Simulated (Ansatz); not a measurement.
**C2HF2Si radical: from a rough start to a minimum**

The task is to find a stationary geometry of C2HF2Si radical, then compute its harmonic vibrations to see whether it is a minimum and to get the zero-point energy and entropy.

Program: Ansatz 0.2.0, Gaussian basis. Level of theory: UKS PBE0-D4/def2-TZVP. These are calculated values, not measurements.

Levels to be run: relaxation at PBE-D4/def2-SVP; relaxation at PBE0-D4/def2-TZVP; harmonic vibrations at the same level.

1 further run of the same task is left out (set aside as unsound or not needed).

## Step 1: Where the work starts

SMILES `C#C[Si](F)F`, 6 atoms, charge 0, spin multiplicity 2.

Atoms are counted from 1 here; the program's logs count them from 0.

Bond lengths: C1–C2 1.215 Å, C1–H6 1.059 Å, C2–Si3 1.886 Å, Si3–F4 1.609 Å, Si3–F5 1.627 Å. Angles: C2–C1–H6 173.0°, C1–C2–Si3 177.4°, C2–Si3–F4 107.4°, C2–Si3–F5 107.8°, F4–Si3–F5 104.9°.

As a file:

```
atom     x (Å)     y (Å)     z (Å)
  C1  -0.05990   0.28130   1.72190
  C2  -0.21230   0.16540   0.52250
 Si3  -0.39140  -0.07880  -1.33900
  F4  -0.10920  -1.63170  -1.64930
  F5   0.82640   0.72100  -2.06400
  H6  -0.01160   0.47880   2.76170
```

The start is a force-field geometry with small random shifts, so a cheaper pass at PBE-D4/def2-SVP comes first.

## Step 2: Relaxation at PBE-D4/def2-SVP (cheap first pass)

Input file in.yaml:

```yaml
crystal:
  periodic: [false, false, false]
  atoms:
    - {symbol: C, position_ang: [-0.059900, 0.281300, 1.721900]}
    - {symbol: C, position_ang: [-0.212300, 0.165400, 0.522500]}
    - {symbol: Si, position_ang: [-0.391400, -0.078800, -1.339000]}
    - {symbol: F, position_ang: [-0.109200, -1.631700, -1.649300]}
    - {symbol: F, position_ang: [0.826400, 0.721000, -2.064000]}
    - {symbol: H, position_ang: [-0.011600, 0.478800, 2.761700]}
basis:
  gaussian: {orbitals: def2-SVP}
magnetization: {spin_polarized: true, initial_magnetization: 1}
hamiltonian: {xc: pbe, dispersion: d4}
relax: {f_tol: 0.03, max_steps: 200}
```

The log of the run, shortened:

```text
Functional definition: PBE
  name "PBE"
  cite "Perdew, Burke & Ernzerhof, Phys. Rev. Lett. 77, 3865 (1996) doi:10.1103/PhysRevLett.77.3865"
  parent pbe
[...]
866 factors; their error is unknown
[...]
mean field -15381.16669238 eV, -565.2474502159 hartree, gradient 6.3e-6 eV, S^2 0.751337; 0 other end points of the search recorded, 0 dependent functions left out
[...]
reference -15381.16672336 eV, -565.2474513544 hartree; 23, 22 occupied and 56, 57 virtual orbitals, 866 factors
relax step   1: F+E_penalty+E_count = -15381.28839291 eV  Δ(F+E_penalty+E_count) = +0.000e0 eV  max|allowed force component| = 2.445e0 eV/Å  Δτ_max = 0.0000 Å  (32 SCF iters, accepted)
[...]
relax step   5: F+E_penalty+E_count = -15381.39156182 eV  Δ(F+E_penalty+E_count) = -9.738e-3 eV  max|allowed force component| = 1.399e-1 eV/Å  Δτ_max = 0.0979 Å  (34 SCF iters, accepted)
[...]
relax step   6: F+E_penalty+E_count = -15381.39290559 eV  Δ(F+E_penalty+E_count) = -1.344e-3 eV  max|allowed force component| = 2.078e-2 eV/Å  Δτ_max = 0.0125 Å  (31 SCF iters, accepted)
866 factors; their error is unknown
[...]
mean field -15381.27121060 eV, -565.2512911893 hartree, gradient 2.2e-5 eV, S^2 0.751571; 1 other end points of the search recorded, 0 dependent functions left out
[...]
reference -15381.27124147 eV, -565.2512923239 hartree; 23, 22 occupied and 56, 57 virtual orbitals, 866 factors
Total energy: -15381.39293646 eV, -565.2557645324 hartree
Atom 0 at    -0.088047     0.318824     1.723499 Å, force    -0.001228     0.003450     0.015012 eV/Å
Atom 1 at    -0.080540     0.110828     0.510642 Å, force    -0.004394    -0.001111    -0.015526 eV/Å
Atom 2 at    -0.346194    -0.086579    -1.283168 Å, force     0.020385    -0.007785    -0.000287 eV/Å
Atom 3 at    -0.163064    -1.657628    -1.691764 Å, force    -0.001201     0.020783     0.001426 eV/Å
Atom 4 at     0.790293     0.757700    -2.098199 Å, force    -0.014687    -0.013244     0.006542 eV/Å
Atom 5 at    -0.070447     0.492855     2.792790 Å, force     0.001125    -0.002093    -0.007167 eV/Å
Dipole moment:    -0.196929     0.145455     0.401164 e Å
```

Wall time 6.5 s (4 threads, shared host).

The steps of the relaxation:

```
step  energy from step 1 (eV)  largest force component (eV/Å)
   1                   0.0000                          2.4450
   2                  -0.0680                          0.5962
   3                  -0.0882                          0.2909
   4                  -0.0934                          0.2229
   5                  -0.1032                          0.1399
   6                  -0.1045                          0.0208
```

Distances of close pairs at the start and the end, largest changes first:

```
  bond  before (Å)  after (Å)  change (Å)
C2–Si3       1.886      1.824      -0.062
Si3–F4       1.609      1.634      +0.025
 C1–H6       1.059      1.084      +0.024
 C1–C2       1.215      1.231      +0.016
Si3–F5       1.627      1.634      +0.006
```

## Step 3: Relaxation at PBE0-D4/def2-TZVP

Input file in.yaml:

```yaml
crystal:
  periodic: [false, false, false]
  atoms:
    - {symbol: C, position_ang: [-0.088047, 0.318824, 1.723499]}
    - {symbol: C, position_ang: [-0.080540, 0.110828, 0.510642]}
    - {symbol: Si, position_ang: [-0.346194, -0.086579, -1.283168]}
    - {symbol: F, position_ang: [-0.163064, -1.657628, -1.691764]}
    - {symbol: F, position_ang: [0.790293, 0.757700, -2.098199]}
    - {symbol: H, position_ang: [-0.070447, 0.492855, 2.792790]}
basis:
  gaussian: {orbitals: def2-TZVP}
magnetization: {spin_polarized: true, initial_magnetization: 1}
hamiltonian: {xc: pbe0, dispersion: d4}
relax: {f_tol: 0.005, max_steps: 150}
```

The log of the run, shortened:

```text
Functional definition: PBE0
  name "PBE0"
  cite "Adamo & Barone, J. Chem. Phys. 110, 6158 (1999) doi:10.1063/1.478522"
  cite "Perdew, Burke & Ernzerhof, Phys. Rev. Lett. 77, 3865 (1996) doi:10.1103/PhysRevLett.77.3865"
  parent pbe
[...]
984 factors; their error is unknown
[...]
mean field -15394.21547630 eV, -565.7269841800 hartree, gradient 1.3e-5 eV, S^2 0.752468; 0 other end points of the search recorded, 0 dependent functions left out
[...]
reference -15394.21550326 eV, -565.7269851709 hartree; 23, 22 occupied and 144, 145 virtual orbitals, 984 factors
relax step   1: F+E_penalty+E_count = -15394.31778667 eV  Δ(F+E_penalty+E_count) = +0.000e0 eV  max|allowed force component| = 1.834e0 eV/Å  Δτ_max = 0.0000 Å  (38 SCF iters, accepted)
[...]
984 factors; their error is unknown
mean field -15394.31957814 eV, -565.7308098522 hartree, gradient 6.7e-5 eV, S^2 0.752154; 1 other end points of the search recorded, 0 dependent functions left out
[...]
reference -15394.31960523 eV, -565.7308108475 hartree; 23, 22 occupied and 144, 145 virtual orbitals, 984 factors
Total energy: -15394.42297966 eV, -565.7346097879 hartree
Atom 0 at    -0.085898     0.313442     1.696404 Å, force     0.002755    -0.001199    -0.000422 eV/Å
Atom 1 at    -0.084922     0.112394     0.506336 Å, force    -0.003094     0.001393     0.001094 eV/Å
Atom 2 at    -0.336347    -0.088597    -1.273296 Å, force    -0.000241     0.000234     0.000916 eV/Å
Atom 3 at    -0.155976    -1.617160    -1.664255 Å, force     0.001128     0.001194    -0.000296 eV/Å
Atom 4 at     0.771508     0.732672    -2.060734 Å, force     0.000012    -0.001642     0.000247 eV/Å
Atom 5 at    -0.066364     0.483250     2.749346 Å, force    -0.000561     0.000021    -0.001539 eV/Å
Dipole moment:    -0.181233     0.139810     0.404861 e Å
```

It took 25 s on 4 threads, shared host; peak memory 0.42 GiB.

The steps of the relaxation:

```
step  energy from step 1 (eV)  largest force component (eV/Å)
   1                   0.0000                          1.8340
   2                  -0.0793                          0.8594
   3                  -0.1050                          0.0677
   4                  -0.1051                          0.0155
   5                  -0.1051                          0.0133
   6                  -0.1052                          0.0123
   7                  -0.1052                          0.0243
   8                  -0.1052                          0.0031
```

Close pairs (by a distance rule), those that changed most:

```
  bond  before (Å)  after (Å)  change (Å)
Si3–F5       1.634      1.588      -0.046
Si3–F4       1.634      1.588      -0.046
 C1–C2       1.231      1.207      -0.024
 C1–H6       1.084      1.067      -0.017
C2–Si3       1.824      1.809      -0.016
```

Mulliken charges of the relaxed molecule (report file):

```
atom  value (e)
  C1      -0.13
  C2      -0.15
 Si3       0.64
  F4      -0.28
  F5      -0.28
  H6       0.19
```

## Step 4: Force constants and modes

Input file in.yaml:

```yaml
crystal:
  periodic: [false, false, false]
  atoms:
    - {symbol: C, position_ang: [-0.085898, 0.313442, 1.696404]}
    - {symbol: C, position_ang: [-0.084922, 0.112394, 0.506336]}
    - {symbol: Si, position_ang: [-0.336347, -0.088597, -1.273296]}
    - {symbol: F, position_ang: [-0.155976, -1.617160, -1.664255]}
    - {symbol: F, position_ang: [0.771508, 0.732672, -2.060734]}
    - {symbol: H, position_ang: [-0.066364, 0.483250, 2.749346]}
basis:
  gaussian: {orbitals: def2-TZVP}
magnetization: {spin_polarized: true, initial_magnetization: 1}
hamiltonian: {xc: pbe0, dispersion: d4}
phonons: {temperatures: {t_min: 298.15, t_max: 900, t_step: 200}}
```

The log of the run, shortened:

```text
Functional definition: PBE0
  name "PBE0"
  cite "Adamo & Barone, J. Chem. Phys. 110, 6158 (1999) doi:10.1063/1.478522"
  cite "Perdew, Burke & Ernzerhof, Phys. Rev. Lett. 77, 3865 (1996) doi:10.1103/PhysRevLett.77.3865"
  parent pbe
[...]
984 factors; their error is unknown
[...]
mean field -15394.31957796 eV, -565.7308098455 hartree, gradient 1.7e-5 eV, S^2 0.752153; 0 other end points of the search recorded, 0 dependent functions left out
[...]
reference -15394.31960505 eV, -565.7308108410 hartree; 23, 22 occupied and 144, 145 virtual orbitals, 984 factors
[...]
984 factors; their error is unknown
mean field -15394.31956757 eV, -565.7308094637 hartree, gradient 2.0e-6 eV, S^2 0.752149; 0 other end points of the search recorded, 0 dependent functions left out
[...]
reference -15394.31959466 eV, -565.7308104593 hartree; 23, 22 occupied and 144, 145 virtual orbitals, 984 factors
[...]
reference -15394.31948050 eV, -565.7308062638 hartree; 23, 22 occupied and 144, 145 virtual orbitals, 984 factors
Total energy: -15394.42297949 eV, -565.7346097815 hartree
Atom 0 at    -0.085898     0.313442     1.696404 Å, force     0.002762    -0.001197    -0.000392 eV/Å
Atom 1 at    -0.084922     0.112394     0.506336 Å, force    -0.003100     0.001388     0.001049 eV/Å
Atom 2 at    -0.336347    -0.088597    -1.273296 Å, force    -0.000240     0.000214     0.000915 eV/Å
Atom 3 at    -0.155976    -1.617160    -1.664255 Å, force     0.001128     0.001217    -0.000292 eV/Å
Atom 4 at     0.771508     0.732672    -2.060734 Å, force     0.000012    -0.001645     0.000246 eV/Å
Atom 5 at    -0.066364     0.483250     2.749346 Å, force    -0.000562     0.000023    -0.001526 eV/Å
Dipole moment:    -0.181233     0.139811     0.404861 e Å
Vibrations: 126.18 170.76 288.06 339.91 411.66 643.34 733.99 755.16 881.56 946.65 2149.98 3460.17 cm⁻¹, zero-point energy 0.676174 eV
```

It took 64 s on 4 threads, shared host; peak memory 0.42 GiB.

Motions are named by where the mode's potential energy lies. The modes, unscaled (a negative number is an imaginary wavenumber):

```
mode  cm⁻¹        motion
   1   126          bend
   2   171          bend
   3   288          bend
   4   340          bend
   5   412          bend
   6   643  Si–C stretch
   7   734          bend
   8   755          bend
   9   882  Si–F stretch
  10   947  Si–F stretch
  11  2150   C–C stretch
  12  3460   C–H stretch
```

Ideal gas, rigid rotor and harmonic oscillator at 298.15 K and 1 bar, with symmetry number 1:

```
                          term            value
             zero-point energy      65.2 kJ/mol
                    H(298) − E      82.6 kJ/mol
entropy, electronic degeneracy    5.8 J/(mol K)
          entropy, translation  165.1 J/(mol K)
             entropy, rotation  110.0 J/(mol K)
            entropy, vibration   42.7 J/(mol K)
                entropy, total  323.7 J/(mol K)
```

## Step 5: Summary of results

```
                  quantity            value
               point group               Cs
                     steps            6 + 8
shift from the start (rms)          0.080 Å
              total energy   -15394.4230 eV
           dispersion term         -103 meV
             dipole moment           2.23 D
lowest, highest wavenumber   126, 3460 cm⁻¹
         zero-point energy      65.2 kJ/mol
       entropy at 298.15 K  323.7 J/(mol K)
```

The relaxed geometry lies 0.08 Å (rms) from the start; the bond that changed most is C2–Si3, from 1.886 to 1.809 Å. No mode is imaginary: a true minimum at this level. The stiffest mode, 3460 cm⁻¹, is a C–H stretch, and 2 modes under 200 cm⁻¹ make the vibrational entropy uncertain. Harmonic hybrid wavenumbers usually lie a few per cent above measured fundamentals. The largest Mulliken charge, +0.64 e, sits on Si3.
